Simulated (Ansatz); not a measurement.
**AlBrH₂NO−: an energy map over two coordinates**

A grid of calculations on AlBrH₂NO, SMILES [NH2][Al]([O-])[Br], charge −1, to see where the energy is lowest and how it rises around there.

The runs use Ansatz 0.2.0; RKS wB97M-V/def2-SVPD.

## (1) The starting structure

6 atoms, charge -1, spin multiplicity 1.

Atoms are counted from 1 here; the program's logs count them from 0.

Bond lengths: N1–Al2 1.824 Å, N1–H5 1.019 Å, N1–H6 1.019 Å, Al2–O3 1.665 Å, Al2–Br4 2.405 Å. Angles: Al2–N1–H5 124.0°, Al2–N1–H6 124.3°, H5–N1–H6 111.7°, N1–Al2–O3 132.4°, N1–Al2–Br4 101.7°, O3–Al2–Br4 126.0°.

Geometry (Å):

```csv
atom,x (Å),y (Å),z (Å)
N1,-0.13677,0.98504,-0.05178
Al2,0.28426,-0.76032,0.26937
O3,1.25047,-1.48940,1.41301
Br4,-0.95474,-1.88540,-1.45728
H5,0.21632,1.76692,0.49843
H6,-0.75243,1.29896,-0.80091
```

This geometry comes from a loose relaxation at PBE in a small basis, which is not shown.

## (2) Relaxing the molecule

File input.yaml:

```yaml
crystal:
  periodic: [false, false, false]
  atoms:
    - { symbol: "N", position_ang: [-0.136766, 0.985037, -0.051776] }
    - { symbol: Al, position_ang: [0.284257, -0.760317, 0.269372] }
    - { symbol: O, position_ang: [1.250469, -1.489396, 1.413013] }
    - { symbol: Br, position_ang: [-0.954742, -1.885401, -1.457283] }
    - { symbol: H, position_ang: [0.216317, 1.766923, 0.498426] }
    - { symbol: H, position_ang: [-0.752435, 1.298965, -0.800914] }
total_charge: -1
basis:
  gaussian: { orbitals: def2-SVPD }
hamiltonian:
  xc: { name: wB97M-V }
output:
  forces: true
relax:
  f_tol: 0.003
  max_steps: 120
```

Run with:

```
> ansatz run input.yaml --threads 1 --pin off --max-ram 2560MiB --backend cpu --events-out ev --progress --plain --runs-dir out
```

Standard output (excerpt; [...] marks lines left out):

```text
Warning: RAYON_NUM_THREADS=1 ignored (pool sized by the plan → 1); use --threads N
[...]
Functional definition: wB97M-V
[...]
  gx(w, u) = 1 - cx + cx01*u + cx10*w
  gss(w, u) = css00 + css04*u^4 + css10*w + css20*w^2 + css43*w^4*u^3
  gos(w, u) = cos00 + cos10*w + (cos20 + cos21*u)*w^2 + (cos60 + cos61*u)*w^6
[...]
      + integral(e_c_pw_mod_opposite_spin*gos(b97_w_opposite, b97_u_opposite)) + vv10(b, c)
1250 factors; integrals over basis functions are off by at most 2.3e-4 eV
417 factors; integrals over basis functions are off by at most 5.5e-7 eV
[...]
mean field -80199.80079684 eV, -2947.2883179065 hartree, gradient 4.4e-5 eV, S^2 0.000000; 0 other end points of the search recorded, 0 dependent functions left out
[...]
reference -80199.80085016 eV, -2947.2883198659 hartree; 33, 33 occupied and 91, 91 virtual orbitals, 1250 factors
relax step   1: F+E_penalty+E_count = -80199.80079684 eV  Δ(F+E_penalty+E_count) = +0.000e0 eV  max|allowed force component| = 5.445e-1 eV/Å  Δτ_max = 0.0000 Å  (29 SCF iters, accepted)
[...]
relax step   5: F+E_penalty+E_count = -80199.81636200 eV  Δ(F+E_penalty+E_count) = -1.622e-5 eV  max|allowed force component| = 5.502e-3 eV/Å  Δτ_max = 0.0014 Å  (25 SCF iters, accepted)
[...]
relax step   6: F+E_penalty+E_count = -80199.81636643 eV  Δ(F+E_penalty+E_count) = -4.429e-6 eV  max|allowed force component| = 2.242e-3 eV/Å  Δτ_max = 0.0006 Å  (24 SCF iters, accepted)
1250 factors; integrals over basis functions are off by at most 2.3e-4 eV
417 factors; integrals over basis functions are off by at most 5.4e-7 eV
[...]
mean field -80199.81636643 eV, -2947.2888900782 hartree, gradient 2.8e-5 eV, S^2 0.000000; 1 other end points of the search recorded, 0 dependent functions left out
[...]
reference -80199.81641964 eV, -2947.2888920337 hartree; 33, 33 occupied and 91, 91 virtual orbitals, 1250 factors
Total energy: -80199.81641964 eV, -2947.2888920337 hartree
Atom 0 at    -0.135107     0.978525    -0.050508 Å, force     0.001463    -0.001601     0.002242 eV/Å
Atom 1 at     0.284608    -0.753877     0.270028 Å, force     0.001074     0.002052     0.000344 eV/Å
Atom 2 at     1.235421    -1.483067     1.394965 Å, force    -0.000645    -0.001385    -0.000366 eV/Å
Atom 3 at    -0.943727    -1.871429    -1.441437 Å, force    -0.000407     0.000184    -0.000314 eV/Å
Atom 4 at     0.212453     1.758037     0.492075 Å, force    -0.001533     0.001409    -0.002032 eV/Å
Atom 5 at    -0.746549     1.287623    -0.794285 Å, force     0.000047    -0.000658     0.000126 eV/Å
Dipole moment:    -0.859600     0.489953    -1.038145 e Å
```

It took 4.2 min on 1 thread of Arm Neoverse N1, shared host; peak memory 0.44 GiB.

Along the way:

```csv
step,energy from step 1 (eV),largest force component (eV/Å)
1,0.0000,0.5445
2,-0.0130,0.2657
3,-0.0155,0.0313
4,-0.0155,0.0094
5,-0.0156,0.0055
6,-0.0156,0.0022
```

Distances of close pairs at the start and the end, largest changes first:

```csv
bond,before (Å),after (Å),change (Å)
Al2–O3,1.665,1.644,-0.022
Al2–Br4,2.405,2.385,-0.020
N1–Al2,1.824,1.811,-0.013
N1–H6,1.019,1.011,-0.008
N1–H5,1.019,1.011,-0.008
```

## (3) The grid

- umbrella angle at Al2 (between each of its bonds and their common axis; 90 is planar): 9 values from 66 to 114 °
- change of the bonds Al2–N1, Al2–O3, Al2–Br4, all alike: 9 values from −0.214 to 0.331 Å

Nothing else is relaxed (all other coordinates rigid). Energies count from the relaxed molecule at the same level. Points are written as (first, second).

Below, 3 of the grid's runs; all are launched alike.

## (4) The run at (114°, 0.058 Å)

File input.yaml:

```yaml
crystal:
  periodic: [false, false, false]
  atoms:
    - { symbol: "N", position_ang: [0.485974, 0.937801, -0.498902] }
    - { symbol: Al, position_ang: [0.284608, -0.753877, 0.270028] }
    - { symbol: O, position_ang: [1.727419, -1.390399, 0.909089] }
    - { symbol: Br, position_ang: [-0.084518, -1.723364, -1.941458] }
    - { symbol: H, position_ang: [1.02671, 1.688157, -0.089752] }
    - { symbol: H, position_ang: [0.067698, 1.217576, -1.376044] }
total_charge: -1
basis:
  gaussian: { orbitals: def2-SVPD }
hamiltonian:
  xc: { name: wB97M-V }
output:
  forces: true
```

Run with:

```
> ansatz run input.yaml --threads 1 --pin off --max-ram 2560MiB --backend cpu --events-out ev --progress --plain --runs-dir out
```

Standard output (excerpt; [...] marks lines left out):

```text
Warning: RAYON_NUM_THREADS=1 ignored (pool sized by the plan → 1); use --threads N
[...]
[... 1 set-up line as earlier in the session ...]
[...]
  gx(w, u) = 1 - cx + cx01*u + cx10*w
  gss(w, u) = css00 + css04*u^4 + css10*w + css20*w^2 + css43*w^4*u^3
  gos(w, u) = cos00 + cos10*w + (cos20 + cos21*u)*w^2 + (cos60 + cos61*u)*w^6
[...]
      + integral(e_c_pw_mod_opposite_spin*gos(b97_w_opposite, b97_u_opposite)) + vv10(b, c)
1178 factors; integrals over basis functions are off by at most 9.8e-4 eV
384 factors; integrals over basis functions are off by at most 2.6e-5 eV
[...]
mean field -80198.26099764 eV, -2947.2317313295 hartree, gradient 1.3e-5 eV, S^2 0.000000; 0 other end points of the search recorded, 0 dependent functions left out
[...]
reference -80198.26105123 eV, -2947.2317332989 hartree; 33, 33 occupied and 91, 91 virtual orbitals, 1178 factors
Total energy: -80198.26105123 eV, -2947.2317332989 hartree
Atom 0 at     0.485974     0.937801    -0.498902 Å, force    -0.825479    -0.207755     0.824601 eV/Å
Atom 1 at     0.284608    -0.753877     0.270028 Å, force     3.623369     0.462223    -2.036054 eV/Å
Atom 2 at     1.727419    -1.390399     0.909089 Å, force    -1.863457     0.069796     0.830788 eV/Å
Atom 3 at    -0.084518    -1.723364    -1.941458 Å, force    -0.778982    -0.348021     0.235538 eV/Å
Atom 4 at     1.026710     1.688157    -0.089752 Å, force    -0.053505     0.032411     0.111938 eV/Å
Atom 5 at     0.067698     1.217576    -1.376044 Å, force    -0.101946    -0.008654     0.033189 eV/Å
Dipole moment:    -1.007848     0.406457    -0.595198 e Å
```

Run time: 46 s. Hardware: 1 thread of Arm Neoverse N1, shared host; peak memory 0.4 GiB.

Energy on the map's scale: 150 kJ/mol.

## (5) The run at (114°, 0.331 Å)

File input.yaml:

```yaml
crystal:
  periodic: [false, false, false]
  atoms:
    - { symbol: "N", position_ang: [0.515385, 1.184885, -0.61121] }
    - { symbol: Al, position_ang: [0.284608, -0.753877, 0.270028] }
    - { symbol: O, position_ang: [1.958907, -1.492524, 1.011622] }
    - { symbol: Br, position_ang: [-0.125771, -1.831715, -2.188617] }
    - { symbol: H, position_ang: [1.056121, 1.935242, -0.202061] }
    - { symbol: H, position_ang: [0.097109, 1.46466, -1.488353] }
total_charge: -1
basis:
  gaussian: { orbitals: def2-SVPD }
hamiltonian:
  xc: { name: wB97M-V }
output:
  forces: true
```

Run with:

```
> ansatz run input.yaml --threads 1 --pin off --max-ram 2560MiB --backend cpu --events-out ev --progress --plain --runs-dir out
```

Standard output (excerpt; [...] marks lines left out):

```text
Warning: RAYON_NUM_THREADS=1 ignored (pool sized by the plan → 1); use --threads N
[...]
[... 1 set-up line as earlier in the session ...]
[...]
  gx(w, u) = 1 - cx + cx01*u + cx10*w
  gss(w, u) = css00 + css04*u^4 + css10*w + css20*w^2 + css43*w^4*u^3
  gos(w, u) = cos00 + cos10*w + (cos20 + cos21*u)*w^2 + (cos60 + cos61*u)*w^6
[...]
      + integral(e_c_pw_mod_opposite_spin*gos(b97_w_opposite, b97_u_opposite)) + vv10(b, c)
1178 factors; integrals over basis functions are off by at most 1.0e-3 eV
385 factors; integrals over basis functions are off by at most 3.0e-5 eV
[...]
mean field -80196.37795529 eV, -2947.1625307997 hartree, gradient 2.6e-5 eV, S^2 0.000000; 0 other end points of the search recorded, 0 dependent functions left out
[...]
reference -80196.37800989 eV, -2947.1625328060 hartree; 33, 33 occupied and 91, 91 virtual orbitals, 1178 factors
Total energy: -80196.37800989 eV, -2947.1625328060 hartree
Atom 0 at     0.515385     1.184885    -0.611210 Å, force    -0.677968    -2.653327     1.511173 eV/Å
Atom 1 at     0.284608    -0.753877     0.270028 Å, force     5.965891     0.783072    -2.093716 eV/Å
Atom 2 at     1.958907    -1.492524     1.011622 Å, force    -4.739971     1.637897    -1.050870 eV/Å
Atom 3 at    -0.125771    -1.831715    -2.188617 Å, force    -0.306878     0.429702     1.407648 eV/Å
Atom 4 at     1.056121     1.935242    -0.202061 Å, force    -0.065719    -0.040567     0.215762 eV/Å
Atom 5 at     0.097109     1.464660    -1.488353 Å, force    -0.175355    -0.156777     0.010003 eV/Å
Dipole moment:    -1.049181     0.354316    -0.549068 e Å
```

Wall time 48 s (1 thread of Arm Neoverse N1, shared host); peak memory 0.4 GiB.

Energy on the map's scale: 332 kJ/mol.

## (6) Point (90°, −0.010 Å)

File input.yaml:

```yaml
crystal:
  periodic: [false, false, false]
  atoms:
    - { symbol: "N", position_ang: [-0.132909, 0.968948, -0.048645] }
    - { symbol: Al, position_ang: [0.284608, -0.753877, 0.270028] }
    - { symbol: O, position_ang: [1.229528, -1.478641, 1.388205] }
    - { symbol: Br, position_ang: [-0.938733, -1.866758, -1.434137] }
    - { symbol: H, position_ang: [0.214613, 1.748456, 0.493968] }
    - { symbol: H, position_ang: [-0.744388, 1.278042, -0.792393] }
total_charge: -1
basis:
  gaussian: { orbitals: def2-SVPD }
hamiltonian:
  xc: { name: wB97M-V }
output:
  forces: true
```

Run with:

```
> ansatz run input.yaml --threads 1 --pin off --max-ram 2560MiB --backend cpu --events-out ev --progress --plain --runs-dir out
```

Standard output (excerpt; [...] marks lines left out):

```text
Warning: RAYON_NUM_THREADS=1 ignored (pool sized by the plan → 1); use --threads N
[...]
[... 1 set-up line as earlier in the session ...]
[...]
  gx(w, u) = 1 - cx + cx01*u + cx10*w
  gss(w, u) = css00 + css04*u^4 + css10*w + css20*w^2 + css43*w^4*u^3
  gos(w, u) = cos00 + cos10*w + (cos20 + cos21*u)*w^2 + (cos60 + cos61*u)*w^6
[...]
      + integral(e_c_pw_mod_opposite_spin*gos(b97_w_opposite, b97_u_opposite)) + vv10(b, c)
1178 factors; integrals over basis functions are off by at most 9.5e-4 eV
384 factors; integrals over basis functions are off by at most 2.2e-5 eV
[...]
mean field -80199.81273449 eV, -2947.2887566071 hartree, gradient 4.0e-5 eV, S^2 0.000000; 0 other end points of the search recorded, 0 dependent functions left out
[...]
reference -80199.81278764 eV, -2947.2887585602 hartree; 33, 33 occupied and 91, 91 virtual orbitals, 1178 factors
Total energy: -80199.81278764 eV, -2947.2887585602 hartree
Atom 0 at    -0.132909     0.968948    -0.048645 Å, force    -0.047045     0.211441    -0.033516 eV/Å
Atom 1 at     0.284608    -0.753877     0.270028 Å, force    -0.126948     0.004644    -0.161874 eV/Å
Atom 2 at     1.229528    -1.478641     1.388205 Å, force     0.228672    -0.177558     0.270413 eV/Å
Atom 3 at    -0.938733    -1.866758    -1.434137 Å, force    -0.051077    -0.052662    -0.072032 eV/Å
Atom 4 at     0.214613     1.748456     0.493968 Å, force    -0.004341     0.007176    -0.004939 eV/Å
Atom 5 at    -0.744388     1.278042    -0.792393 Å, force     0.000740     0.006958     0.001947 eV/Å
Dipole moment:    -0.857217     0.490485    -1.035167 e Å
```

It took 44 s on 1 thread of Arm Neoverse N1, shared host; peak memory 0.4 GiB.

Energy on the map's scale: 0.35 kJ/mol.

## (7) All points together

49 points were computed, 32 more follow by symmetry. Energies in kJ/mol, from the relaxed molecule at the same level:

| change of the bonds Al2–N1, Al2–O3, Al2–Br4, all alike (Å) ↓, umbrella angle at Al2 (between each of its bonds and their common axis; 90 is planar) (°) → | 66 | 72 | 78 | 84 | 90 | 96 | 102 | 108 | 114 |
| --- | --- | --- | --- | --- | --- | --- | --- | --- | --- |
| 0.331 | 332 | 287 | 256 | 238 | 231 | 238 | 256 | 287 | 332 |
| 0.263 | 270 | 222 | 188 | 168 | 161 | 168 | 188 | 222 | 270 |
| 0.195 | 216 | 164 | 127 | 105 | 98 | 105 | 127 | 164 | 216 |
| 0.127 | 174 | 117 | 77 | 54 | 46 | 54 | 77 | 117 | 174 |
| 0.058 | 150 | 88 | 45 | 19 | 11 | 19 | 45 | 88 | 150 |
| −0.010 | 151 | 84 | 37 | 9 | 0 | 9 | 37 | 84 | 151 |
| −0.078 | 188 | 114 | 63 | 34 | 24 | 34 | 63 | 114 | 188 |
| −0.146 | 272 | 191 | 136 | 104 | 94 | 104 | 136 | 191 | 272 |
| −0.214 | 421 | 333 | 273 | 239 | 227 | 239 | 273 | 333 | 421 |

On the same grid, largest force on an atom (eV/Å):

| change of the bonds Al2–N1, Al2–O3, Al2–Br4, all alike (Å) ↓, umbrella angle at Al2 (between each of its bonds and their common axis; 90 is planar) (°) → | 66 | 72 | 78 | 84 | 90 | 96 | 102 | 108 | 114 |
| --- | --- | --- | --- | --- | --- | --- | --- | --- | --- |
| 0.331 | 6.4 | 5.4 | 5.5 | 5.6 | 5.7 | 5.6 | 5.5 | 5.4 | 6.4 |
| 0.263 | 6.2 | 5.2 | 5.2 | 5.3 | 5.3 | 5.3 | 5.2 | 5.2 | 6.2 |
| 0.195 | 5.9 | 4.9 | 4.5 | 4.6 | 4.6 | 4.6 | 4.5 | 4.9 | 5.9 |
| 0.127 | 5.2 | 4.3 | 3.5 | 3.5 | 3.6 | 3.5 | 3.5 | 4.3 | 5.2 |
| 0.058 | 4.2 | 3.4 | 2.5 | 1.9 | 1.9 | 1.9 | 2.5 | 3.4 | 4.2 |
| −0.010 | 2.8 | 2.3 | 1.7 | 0.9 | 0.4 | 0.9 | 1.7 | 2.3 | 2.8 |
| −0.078 | 4.8 | 4.3 | 4.0 | 3.8 | 3.7 | 3.8 | 4.0 | 4.3 | 4.8 |
| −0.146 | 9.2 | 8.8 | 8.5 | 8.3 | 8.3 | 8.3 | 8.5 | 8.8 | 9.2 |
| −0.214 | 15.5 | 15.1 | 14.8 | 14.7 | 14.6 | 14.7 | 14.8 | 15.1 | 15.5 |

## (8) Results

```
                       quantity                                                                       value
                   lowest point                                                (90°, −0.010 Å), 0.35 kJ/mol
         highest computed point                                (66°, −0.214 Å), 421 kJ/mol above the lowest
largest force on an atom (eV/Å)  0.4 at (90°, −0.010 Å) to 15.5 at (66°, −0.214 Å); 0.4 at the lowest point
        time for the whole task                                             42 min on 1 thread, shared host
```

The lowest computed point is at (90°, −0.010 Å), 0.35 kJ/mol from the relaxed molecule at the same level. The grid is coarse, so the lowest point of the scanned range may lie between grid points; coordinates that were held can hide deeper minima. The grid shows no well of another kind. The highest computed point, (66°, −0.214 Å), lies 421 kJ/mol above the lowest. Round the minimum the two coordinates are nearly uncoupled.
